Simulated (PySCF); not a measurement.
# GeBr⁺ at other levels of theory

What do other methods print for GeBr⁺?

Computed with PySCF 2.14.0. Level: each script names its method and basis.

1 further run of the same task is left out (it didn't finish).

**1. The starting structure**

GeBr⁺: 2 atoms, charge 1, spin multiplicity 1.

Bond lengths: Ge1–Br2 2.138 Å.

**2. The base run**

input.py

```python
from pyscf import gto, scf, tdscf

mol = gto.M(
    atom='Ge 0 0 0; Br 0 0 2.138',
    basis='3-21g',
    charge=1,
    spin=0,
    verbose=4,
)
mf = scf.RHF(mol)
mf.kernel()
td = tdscf.TDHF(mf)
td.nstates = 8
td.kernel()
td.analyze()
mf.dip_moment()
print('orbital energies (hartree):', mf.mo_energy[..., max(0, mol.nelec[1]-3):mol.nelec[0]+3].round(4))
```

The run is started by

```
python input.py
```

The log of this run is left out.

Base result: E(SCF) = -4625.123581 Eh, 8 cycles, excitations 4.72, 4.72, 5.73, 5.89, 5.89 eV.

The bond length is a typed value, not an optimised one. The dipole of an ion depends on the origin.

**3. Stability test**

Variant 1 changes step after the SCF: tddft → stability.

input.py

```python
from pyscf import gto, scf

mol = gto.M(
    atom='Ge 0 0 0; Br 0 0 2.138',
    basis='3-21g',
    charge=1,
    spin=0,
    verbose=4,
)
mf = scf.RHF(mol)
mf.kernel()
mf.stability(internal=True, external=True)
mf.dip_moment()
print('orbital energies (hartree):', mf.mo_energy[..., max(0, mol.nelec[1]-3):mol.nelec[0]+3].round(4))
```

The run is started by

```
python input.py
```

**4. Geometry optimisation**

Variant 2 changes step after the SCF: tddft → optimize.

input.py

```python
from pyscf import gto, scf
from pyscf.geomopt.geometric_solver import optimize

mol = gto.M(
    atom='Ge 0 0 0; Br 0 0 2.138',
    basis='3-21g',
    charge=1,
    spin=0,
    verbose=4,
)
mf = scf.RHF(mol)
mf.kernel()
mol_eq = optimize(mf, maxsteps=30)
print('optimised geometry (angstrom)')
print(mol_eq.tostring('raw'))
print('orbital energies (hartree):', mf.mo_energy[..., max(0, mol.nelec[1]-3):mol.nelec[0]+3].round(4))
```

**5. Gradient**

Variant 3 changes step after the SCF: tddft → gradient.

Changes to input.py since step 2:

```diff
@@ -1,2 +1,2 @@
-from pyscf import gto, scf, tdscf
+from pyscf import gto, scf
 
@@ -11,6 +11,3 @@
 mf.kernel()
-td = tdscf.TDHF(mf)
-td.nstates = 8
-td.kernel()
-td.analyze()
+mf.nuc_grad_method().kernel()
 mf.dip_moment()
```

**6. MP2**

Variant 4 changes step after the SCF: tddft → mp2; frozen orbitals: none → 18.

Changes to input.py since step 2:

```diff
@@ -1,2 +1,2 @@
-from pyscf import gto, scf, tdscf
+from pyscf import gto, scf, mp
 
@@ -11,6 +11,3 @@
 mf.kernel()
-td = tdscf.TDHF(mf)
-td.nstates = 8
-td.kernel()
-td.analyze()
+mp.MP2(mf, frozen=18).kernel()
 mf.dip_moment()
```

Q: Predict the outcome of this session. Wanted: for each run, E(SCF); from base; gap; after the SCF.

**Answer**, as computed:

| run | E(SCF) (hartree) | from base (eV) | cycles | gap (eV) | after the SCF |
| --- | --- | --- | --- | --- | --- |
| base | -4625.123581 | 0 | 8 | 11.15 | lowest root found 4.72 eV |
| stability test | -4625.123581 | 0.0000 | 8 | 11.15 | stable |
| geometry optimisation | -4625.123581 | 0.0000 | 8 | 11.15 | bond 2.299 Å, -0.255 eV |
| gradient | -4625.123581 | 0.0000 | 8 | 11.15 | n/a |
| MP2 | -4625.123581 | 0.0000 | 8 | 11.15 | MP2 correlation -2.076 eV, core frozen |

SCF columns refer to the geometry typed in the script.

What this shows: Total energies from different bases, Hamiltonians or methods carry different errors, so properties are taken as differences within one set-up.
